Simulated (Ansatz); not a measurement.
**CH3Cl3O2W: taking an electron away**

An exercise on one series of results from a longer session: the logs are not shown, and one member is left open.

The runs use Ansatz 0.2.0, Gaussian basis; unrestricted cation, the program's frozen cores in correlated methods.

The runs, in order: UKS PBE-D4/def2-TZVPP; UKS r2SCAN-D4/def2-TZVPP; UKS PBE0-D4/def2-TZVPP; UKS B3LYP-D4/def2-TZVPP; UKS wB97X-V/def2-TZVPP; UKS wB97M-V/def2-TZVPP; UKS B2PLYP/def2-TZVPP; UHF-CCSD(T)/def2-TZVPP; UHF-MP2/def2-QZVPP; extrapolation to the limit; then −ε(HOMO) from the neutral's earlier runs with LDA (SPW92), PBE-D4, revPBE-D4, BLYP-D4, r2SCAN-D4, B97M-V, PBE0-D4, B3LYP-D4, r2SCANh-D4, r2SCAN0-D4, HSE06-D4, BHLYP-D4, CAM-B3LYP-D4, LC-ωPBE, ωB97X-V, ωB97M-V.

## Structure used throughout

An earlier PBE0-D4 in a triple-zeta def2 set relaxation fixed the geometry. W takes the def2 core potential; no spin-orbit term is included.

SMILES `C[O][W](=[O])([Cl])([Cl])[Cl]`, 10 atoms, charge 0, spin multiplicity 1.

Atoms are counted from 1 here; the program's logs count them from 0.

Bond lengths: C1–O2 1.399 Å, C1–H8 1.090 Å, C1–H9 1.095 Å, C1–H10 1.095 Å, O2–W3 1.846 Å, W3–O4 1.675 Å, W3–Cl5 2.300 Å, W3–Cl6 2.307 Å, W3–Cl7 2.308 Å. Angles: O2–C1–H8 108.8°, O2–C1–H9 109.4°, O2–C1–H10 109.5°, H8–C1–H9 109.9°, H8–C1–H10 109.9°, H9–C1–H10 109.4°, C1–O2–W3 139.2°, O2–W3–O4 100.9°, O2–W3–Cl5 158.0°, O2–W3–Cl6 86.5°, O2–W3–Cl7 86.4°, O4–W3–Cl5 101.1°, O4–W3–Cl6 109.5°, O4–W3–Cl7 109.6°, Cl5–W3–Cl6 86.2°, Cl5–W3–Cl7 86.2°, Cl6–W3–Cl7 140.9°.

Set-up of the first run:

Input file in.yaml:

```yaml
crystal:
  periodic: [false, false, false]
  atoms:
    - {symbol: C, position_ang: [0.485728, -1.661766, 0.239377]}
    - {symbol: O, position_ang: [-0.320498, -0.671664, -0.332384]}
    - {symbol: W, position_ang: [-0.502478, 1.165339, -0.311682]}
    - {symbol: O, position_ang: [-1.789978, 1.368661, -1.363239]}
    - {symbol: Cl, position_ang: [-0.053177, 3.346082, 0.263631]}
    - {symbol: Cl, position_ang: [-1.295914, 0.920286, 1.841000]}
    - {symbol: Cl, position_ang: [1.478059, 1.229917, -1.494219]}
    - {symbol: H, position_ang: [0.155806, -2.635745, -0.122978]}
    - {symbol: H, position_ang: [1.529202, -1.491934, -0.046593]}
    - {symbol: H, position_ang: [0.396249, -1.620375, 1.330087]}
basis:
  gaussian: {orbitals: def2-TZVPP}
total_charge: 1
magnetization: {spin_polarized: true, initial_magnetization: 1}
hamiltonian: {xc: pbe, dispersion: d4}
```

Command:

```bash
$ ansatz run in.yaml --threads 2 --pin off --events-out ev --progress --plain --max-ram 32768MiB --backend cuda --devices 0, --max-vram 18GiB
```

Among the steps run: Cation, UKS PBE-D4/def2-TZVPP; Cation, UKS r2SCAN-D4/def2-TZVPP; Cation, UKS PBE0-D4/def2-TZVPP; Cation, UKS B3LYP-D4/def2-TZVPP; Cation, UKS wB97X-V/def2-TZVPP; Cation, UKS wB97M-V/def2-TZVPP; Cation, UKS B2PLYP (frozen core)/def2-TZVPP; Cation, UHF-CCSD(T)/def2-TZVPP; Cation, UHF-MP2/def2-QZVPP.

One of the session's tables, all rows but one given; the rest of the session is left out.

For comparison, −ε(HOMO) of the neutral from earlier runs:

| functional | −ε(HOMO) (eV) |
| --- | --- |
| LDA (SPW92) | 7.47 |
| PBE-D4 | 7.30 |
| revPBE-D4 | 7.24 |
| BLYP-D4 | 7.13 |
| r2SCAN-D4 | 7.67 |
| B97M-V | ? |
| PBE0-D4 | 8.70 |
| B3LYP-D4 | 8.42 |
| r2SCANh-D4 | 8.18 |
| r2SCAN0-D4 | 8.94 |
| HSE06-D4 | 8.30 |
| BHLYP-D4 | 9.95 |
| CAM-B3LYP-D4 | 10.04 |
| LC-ωPBE | 11.45 |
| ωB97X-V | 11.07 |
| ωB97M-V | 10.92 |

Q: Estimate the row for B97M-V from the others.

The run gave: −ε(HOMO) (eV): 7.76. In the column «−ε(HOMO) (eV)» it lies between r2SCAN-D4 (7.67) and r2SCANh-D4 (8.18).
